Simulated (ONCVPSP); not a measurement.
# Fe: generating and testing an ONCV potential

Do these settings give a usable potential? It is generated, then checked for transferability, scattering, ghosts and hardness.

Program: ONCVPSP 4.0.1. Reference atom: LDA (Perdew-Zunger), scalar-relativistic, spherical and spin-unpolarised. All values are calculated.

## 1. The atom and the settings

The settings as typed:

```
element                 : iron (Fe, Z = 26)
type                    : optimised norm-conserving Vanderbilt (ONCV)
frozen core             : [Ar]
valence charge          : 8
reference configuration : 3d6 4s1.5 (charge +0.5)
partial waves           : 4s: rc 1.85 bohr, ncon 4, nbas 8, qcut 3.9 1/bohr, 2 projectors, debl 3.5 Ha; p scattering state at 0.03 Ha: rc 1.70 bohr, ncon 5, nbas 9, qcut 4.4 1/bohr, 2 projectors, debl 1 Ha; 3d: rc 1.25 bohr, ncon 3, nbas 8, qcut 15.3 1/bohr, local
local potential         : the d channel
core correction         : not asked for
```

## 2. Generating the potential

Fe.dat

```
# ATOM AND REFERENCE CONFIGURATION
# atsym  z   nc   nv     iexc    psfile
  Fe 26.00    5    2        3      upf
#
#   n    l    f
    1    0    2.00
    2    0    2.00
    2    1    6.00
    3    0    2.00
    3    1    6.00
    3    2    6.00
    4    0    1.50
#
# PSEUDOPOTENTIAL AND OPTIMIZATION
# lmax
    2
#
#   l,   rc,      ep,       ncon, nbas, qcut
    0    1.85    0.00    4    8    3.90
    1    1.70    0.03    5    9    4.40
    2    1.25    0.00    3    8   15.30
#
# LOCAL POTENTIAL
# lloc, lpopt,  rc(5),   dvloc0
    2    5    1.25    0.00
#
# VANDERBILT-KLEINMAN-BYLANDER PROJECTORs
# l, nproj, debl
    0    2    3.50
    1    2    1.00
    2    0    2.60
#
# MODEL CORE CHARGE
# icmod, fcfact, rcfact
    0    0.00    0.00
#
# LOG DERIVATIVE ANALYSIS
# epsh1, epsh2, depsh
   -2.00    5.00    0.02
#
# OUTPUT GRID
# rlmax, drl
    6.00    0.01
#
# TEST CONFIGURATIONS
# ncnf
    4
# nvcnf
#   n    l    f
    2
    3    2    6.00
    4    0    2.00
#
    2
    3    2    6.00
    4    0    1.00
#
    2
    3    2    6.00
    4    0    0.00
#
    2
    3    2    7.00
    4    0    1.00
#
```

The run is started by

```sh
$ oncvpsp.x < Fe.dat > Fe.out
```

Q: Predict the outcome of this session. Wanted: cutoffs for 1 and 0.1 mHa per electron, occupied waves; bound ghosts; GHOST(+) flags; largest test error; largest phase difference near zero energy, channels read.

The runs gave:

| quantity | value |
| --- | --- |
| cutoffs for 1 and 0.1 mHa per electron, occupied waves | 73 Ha and 85 Ha |
| bound ghosts | s at -73.66 eV, p at -390.71 eV, p at -57.61 eV |
| GHOST(+) flags | s at 210 eV, p at 692 eV, p at 1285 eV |
| largest test error (AE − PS) | -84 meV, for 3d7 4s1 |
| largest phase difference near zero energy, channels read | 0.007 rad |

What this shows: It has a bound ghost (s, p), a state that the atom doesn't have, and that rules the file out. The worst unpolarised test, 3d7 4s1, is off by 84 meV on 4.4 eV; by total energies transferability rates as fair. It counts as very hard, with 73 Ha needed at the looser tolerance. At the looser tolerance the 3d wave is the slowest; 4s needs 4 Ha. That counts occupied waves only; other projectors can need more. Near zero energy the phases of the channels with partial waves agree within 0.007 rad. The pseudo curves have a pole with no partner nearby in the atom's: p at -1.97 Ha. The program also flags highly localised states, GHOST(+) (s, p). All of this concerns the isolated atom, not yet a solid.
